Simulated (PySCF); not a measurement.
# Si₃AsH₉: magnetic properties

Wanted: magnetic properties for Si₃AsH₉ (`[SiH3][As]([SiH3])[SiH3]`).

Computed with PySCF 2.14.0 and routines of our own; the level stands in each step. Atoms count from 0.

## 1. The starting structure

13 atoms, charge 0, multiplicity 1; geometry from: GFN2-xTB.

## 2. Relaxing the molecule at PBE0-D3(BJ)/def2-SVP

What the job is given:

```
{"job": {"xc": "PBE0", "basis": "def2-SVP", "d3": "d3bj", "grid": 1, "kind": "geom"}, "charge": 0, "multiplicity": 1}
Si    -0.754868     1.787803    -0.487671
As     0.245697    -0.215699    -1.087234
Si     1.980268    -0.185510     0.451467
Si    -1.177680    -1.645656     0.056855
H      0.089481     2.917884    -0.899627
H     -1.014415     1.951257     0.951724
H     -2.047233     1.932284    -1.171674
H      2.963343     0.843992     0.086828
H      2.678831    -1.478326     0.452796
H      1.579818     0.082535     1.842002
H     -0.642999    -3.014837     0.037901
H     -2.493464    -1.678206    -0.597792
H     -1.411167    -1.297035     1.468105
```

The run is started by

```bash
$ OMP_NUM_THREADS=1 python excited_run.py task.json out
```

The driver reads the jobs from task.json and runs them one after another.

Log:

```text
step   0  E = -3108.59167345  max force = 0.017037
step   1  E = -3108.59636313  max force = 0.001470
step   2  E = -3108.59651985  max force = 0.000509
step   3  E = -3108.59656973  max force = 0.000605
step   4  E = -3108.59658051  max force = 0.000369
optimisation converged
```

Run time: 29 s. Hardware: 1 thread of Arm Neoverse V1, shared host; peak memory 0.58 GiB.

Relaxation path:

```
step  energy from step 0 (eV)  largest force component (eV/Å)
   0                   0.0000                          0.8761
   1                  -0.1276                          0.0756
   2                  -0.1319                          0.0262
   3                  -0.1332                          0.0311
   4                  -0.1335                          0.0190
```

Distances of close pairs at the start and the end, largest changes first:

```
   bond  before (Å)  after (Å)  change (Å)
Si0–As1       2.318      2.365      +0.047
As1–Si2       2.319      2.364      +0.046
As1–Si3       2.319      2.364      +0.045
 Si2–H9       1.472      1.496      +0.025
 Si0–H6       1.469      1.494      +0.025
 Si2–H7       1.469      1.494      +0.025
 Si0–H5       1.472      1.496      +0.024
 Si2–H8       1.469      1.494      +0.024
```

The final coordinates are the input of the step that follows.

```
                         at the end point                value
  point group (found at 0.08 Å tolerance)                  C3v
rotational constants (GHz, main isotopes)  1.833, 1.823, 1.260
                        dipole moment (D)                 0.51
```

## 3. Magnetic properties: GIAO wB97X/pcSseg-1

What the job is given:

```
{"job": {"kind": "mag", "xc": "wB97X", "basis": "pcSseg-1"}, "charge": 0, "multiplicity": 1}
Si    -0.727596     1.799878    -0.529939
As     0.271607    -0.223278    -1.239536
Si     1.960476    -0.170866     0.414363
Si    -1.169910    -1.596618     0.035561
H      0.160056     2.930292    -0.937333
H     -0.938245     1.855524     0.950304
H     -2.047862     1.938729    -1.214928
H      2.951710     0.883789     0.044137
H      2.641720    -1.500244     0.436312
H      1.425024     0.123530     1.780257
H     -0.615657    -2.983945     0.038385
H     -2.513625    -1.605321    -0.617114
H     -1.317747    -1.128666     1.448938
```

Method: GIAO wB97X/pcSseg-1 magnetisability, rotational g tensor and spin-rotation constants, non-relativistic, gas phase.

Log:

```text
coarse grid: 48816 points
cycle   1  E = -3109.5031871077  dE = -1.139e+00  |g| = 6.956e-01  |ddm| = 3.244e+00
cycle   2  E = -3109.5302200389  dE = -2.703e-02  |g| = 4.088e-01  |ddm| = 5.190e-01
cycle   3  E = -3109.5411011607  dE = -1.088e-02  |g| = 7.079e-02  |ddm| = 2.585e-01
cycle   4  E = -3109.5416820641  dE = -5.809e-04  |g| = 1.725e-02  |ddm| = 7.322e-02
cycle   5  E = -3109.5417632546  dE = -8.119e-05  |g| = 3.929e-03  |ddm| = 2.975e-02
cycle   6  E = -3109.5417730558  dE = -9.801e-06  |g| = 5.579e-04  |ddm| = 1.337e-02
final grid: 97200 points
cycle   7  E = -3109.5418908777  dE = -1.298e-06  |g| = 5.636e-04  |ddm| = 3.980e-03
cycle   8  E = -3109.5418909812  dE = -1.035e-07  |g| = 3.106e-04  |ddm| = 1.285e-03
cycle   9  E = -3109.5418910008  dE = -1.955e-08  |g| = 9.860e-05  |ddm| = 4.159e-04
cycle  10  E = -3109.5418910049  dE = -4.065e-09  |g| = 4.506e-05  |ddm| = 2.256e-04
cycle  11  E = -3109.5418910058  dE = -9.450e-10  |g| = 7.428e-06  |ddm| = 1.413e-04
converged SCF energy = -3109.5418910058

Magnetisability tensor (1e-30 J/T^2)
    -1573.69       -0.01        0.43
       -0.01    -1574.05       -0.02
        0.43       -0.02    -1572.88
isotropic -1573.54   principal values   -1574.05  -1573.88  -1572.69
isotropic susceptibility -94.761 1e-6 cm^3/mol

Inertial axes            a          b          c
rot. const./GHz      1.8329     1.8235     1.2596
chi total           -94.788    -94.759    -94.736
chi diamagnetic    -787.007   -790.369  -1102.585
chi paramagnetic    692.219    695.611   1007.849
quadrupole/D A        1.394      1.368     -2.762
g nuclear            0.5768     0.5768     0.5846
g electronic        -0.5961    -0.5959    -0.5964
g total             -0.0192    -0.0191    -0.0118

Spin-rotation constants (kHz, H = +C I.J)
atom  isotope        aa         bb         cc
  1   75As        1.229      1.227      1.041
  4     1H       -0.026     -0.077     -0.108
  5     1H       -0.157     -0.167      0.037
  6     1H       -0.151      0.047     -0.108
  7     1H       -0.037     -0.065     -0.108
  8     1H        0.025     -0.128     -0.108
  9     1H       -0.169     -0.155      0.037
 10     1H        0.034     -0.137     -0.108
 11     1H       -0.156      0.053     -0.108
 12     1H       -0.162     -0.163      0.037
  0   29Si*      -0.917     -1.076     -0.662
* in the singly substituted isotopologue
```

Run time: 34 s. Hardware: 1 thread of Arm Neoverse V1, shared host; peak memory 0.93 GiB.

Key values:

```
              quantity                      value
       magnetisability           -1574·10⁻³⁰ J/T²
  molar susceptibility         -94.8·10⁻⁶ cm³/mol
rotational g (a, b, c)  -0.0192, -0.0191, -0.0118
```

## 4. Magnetic properties: GIAO OLYP/pcSseg-1

The job, as its differences from that of step 3:

```diff
@@ -1,2 +1,2 @@
-{"job": {"kind": "mag", "xc": "wB97X", "basis": "pcSseg-1"}, "charge": 0, "multiplicity": 1}
+{"job": {"kind": "mag", "xc": "OLYP", "basis": "pcSseg-1"}, "charge": 0, "multiplicity": 1}
 Si    -0.727596     1.799878    -0.529939
```

Level: GIAO OLYP/pcSseg-1 magnetisability, rotational g tensor and spin-rotation constants, non-relativistic, gas phase.

Log:

```text
coarse grid: 48816 points
cycle   1  E = -3110.1118686977  dE = -1.033e+00  |g| = 6.499e-01  |ddm| = 3.348e+00
cycle   2  E = -3110.1230811943  dE = -1.121e-02  |g| = 3.954e-01  |ddm| = 5.178e-01
cycle   3  E = -3110.1325268829  dE = -9.446e-03  |g| = 8.401e-02  |ddm| = 2.534e-01
cycle   4  E = -3110.1333055434  dE = -7.787e-04  |g| = 1.915e-02  |ddm| = 9.940e-02
cycle   5  E = -3110.1334554241  dE = -1.499e-04  |g| = 5.645e-03  |ddm| = 3.571e-02
cycle   6  E = -3110.1334628351  dE = -7.411e-06  |g| = 1.325e-03  |ddm| = 9.940e-03
final grid: 97200 points
cycle   7  E = -3110.1334352545  dE =  1.032e-06  |g| = 2.448e-03  |ddm| = 7.029e-03
cycle   8  E = -3110.1334316155  dE =  3.639e-06  |g| = 4.603e-03  |ddm| = 1.128e-02
cycle   9  E = -3110.1334370173  dE = -5.402e-06  |g| = 2.520e-04  |ddm| = 6.859e-03
cycle  10  E = -3110.1334370418  dE = -2.450e-08  |g| = 4.045e-05  |ddm| = 4.665e-04
cycle  11  E = -3110.1334370424  dE = -6.498e-10  |g| = 1.565e-06  |ddm| = 6.193e-05
converged SCF energy = -3110.1334370424

Magnetisability tensor (1e-30 J/T^2)
    -1540.80        0.28        1.82
        0.28    -1541.12       -1.45
        1.82       -1.45    -1546.90
isotropic -1542.94   principal values   -1547.73  -1540.82  -1540.28
isotropic susceptibility -92.918 1e-6 cm^3/mol

Inertial axes            a          b          c
rot. const./GHz      1.8329     1.8235     1.2596
chi total           -92.788    -92.762    -93.205
chi diamagnetic    -785.675   -789.035  -1102.070
chi paramagnetic    692.887    696.273   1008.865
quadrupole/D A        0.934      0.902     -1.836
g nuclear            0.5768     0.5768     0.5846
g electronic        -0.5966    -0.5965    -0.5970
g total             -0.0198    -0.0197    -0.0124

Spin-rotation constants (kHz, H = +C I.J)
atom  isotope        aa         bb         cc
  1   75As        1.439      1.437      1.173
  4     1H       -0.021     -0.074     -0.107
  5     1H       -0.153     -0.165      0.041
  6     1H       -0.149      0.052     -0.107
  7     1H       -0.034     -0.061     -0.107
  8     1H        0.030     -0.126     -0.107
  9     1H       -0.168     -0.151      0.041
 10     1H        0.039     -0.135     -0.107
 11     1H       -0.154      0.058     -0.107
 12     1H       -0.158     -0.160      0.041
  0   29Si*      -0.943     -1.102     -0.684
* in the singly substituted isotopologue
```

It took 25 s on 1 thread of Arm Neoverse V1, shared host; peak memory 0.69 GiB.

In short:

```
              quantity                      value
       magnetisability           -1543·10⁻³⁰ J/T²
  molar susceptibility         -92.9·10⁻⁶ cm³/mol
rotational g (a, b, c)  -0.0198, -0.0197, -0.0124
```

## 5. Magnetic properties: GIAO B3LYP/6-311G**

The job, as its differences from that of step 4:

```diff
@@ -1,2 +1,2 @@
-{"job": {"kind": "mag", "xc": "OLYP", "basis": "pcSseg-1"}, "charge": 0, "multiplicity": 1}
+{"job": {"kind": "mag", "xc": "B3LYP", "basis": "6-311G**"}, "charge": 0, "multiplicity": 1}
 Si    -0.727596     1.799878    -0.529939
```

Method: GIAO B3LYP/6-311G** magnetisability, rotational g tensor and spin-rotation constants, non-relativistic, gas phase.

Log:

```text
coarse grid: 48816 points
cycle   1  E = -3109.8406733985  dE = -2.595e+00  |g| = 1.632e+00  |ddm| = 2.681e+00
cycle   2  E = -3109.8488436563  dE = -8.170e-03  |g| = 7.694e-01  |ddm| = 4.288e-01
cycle   3  E = -3109.8706482945  dE = -2.180e-02  |g| = 3.432e-01  |ddm| = 3.301e-01
cycle   4  E = -3109.8770766873  dE = -6.428e-03  |g| = 3.588e-02  |ddm| = 1.572e-01
cycle   5  E = -3109.8773909322  dE = -3.142e-04  |g| = 5.948e-03  |ddm| = 5.126e-02
cycle   6  E = -3109.8774054712  dE = -1.454e-05  |g| = 1.501e-03  |ddm| = 1.018e-02
cycle   7  E = -3109.8774063133  dE = -8.421e-07  |g| = 3.242e-04  |ddm| = 2.090e-03
final grid: 97200 points
cycle   8  E = -3109.8774059738  dE = -4.029e-08  |g| = 3.529e-04  |ddm| = 1.496e-03
cycle   9  E = -3109.8774059602  dE =  1.357e-08  |g| = 4.634e-04  |ddm| = 9.646e-04
cycle  10  E = -3109.8774060126  dE = -5.235e-08  |g| = 6.405e-05  |ddm| = 5.094e-04
cycle  11  E = -3109.8774060131  dE = -5.675e-10  |g| = 3.698e-06  |ddm| = 4.499e-05
converged SCF energy = -3109.8774060131

Magnetisability tensor (1e-30 J/T^2)
    -1532.07        0.40        2.39
        0.40    -1532.35       -1.93
        2.39       -1.93    -1540.44
isotropic -1534.95   principal values   -1541.50  -1531.95  -1531.41
isotropic susceptibility -92.437 1e-6 cm^3/mol

Inertial axes            a          b          c
rot. const./GHz      1.8329     1.8235     1.2596
chi total           -92.254    -92.228    -92.829
chi diamagnetic    -786.290   -789.653  -1102.403
chi paramagnetic    694.036    697.426   1009.574
quadrupole/D A        1.091      1.066     -2.156
g nuclear            0.5768     0.5768     0.5846
g electronic        -0.5976    -0.5975    -0.5974
g total             -0.0208    -0.0207    -0.0128

Spin-rotation constants (kHz, H = +C I.J)
atom  isotope        aa         bb         cc
  1   75As        1.476      1.473      1.166
  4     1H       -0.022     -0.078     -0.109
  5     1H       -0.157     -0.169      0.040
  6     1H       -0.151      0.051     -0.109
  7     1H       -0.037     -0.062     -0.109
  8     1H        0.028     -0.127     -0.109
  9     1H       -0.172     -0.154      0.040
 10     1H        0.038     -0.138     -0.109
 11     1H       -0.157      0.057     -0.109
 12     1H       -0.162     -0.164      0.040
  0   29Si*      -0.963     -1.130     -0.701
* in the singly substituted isotopologue
```

Wall time 26 s (1 thread of Arm Neoverse V1, shared host); peak memory 0.91 GiB.

In short:

```
              quantity                      value
       magnetisability           -1535·10⁻³⁰ J/T²
  molar susceptibility         -92.4·10⁻⁶ cm³/mol
rotational g (a, b, c)  -0.0208, -0.0207, -0.0128
```

[end of part 1 of 2]
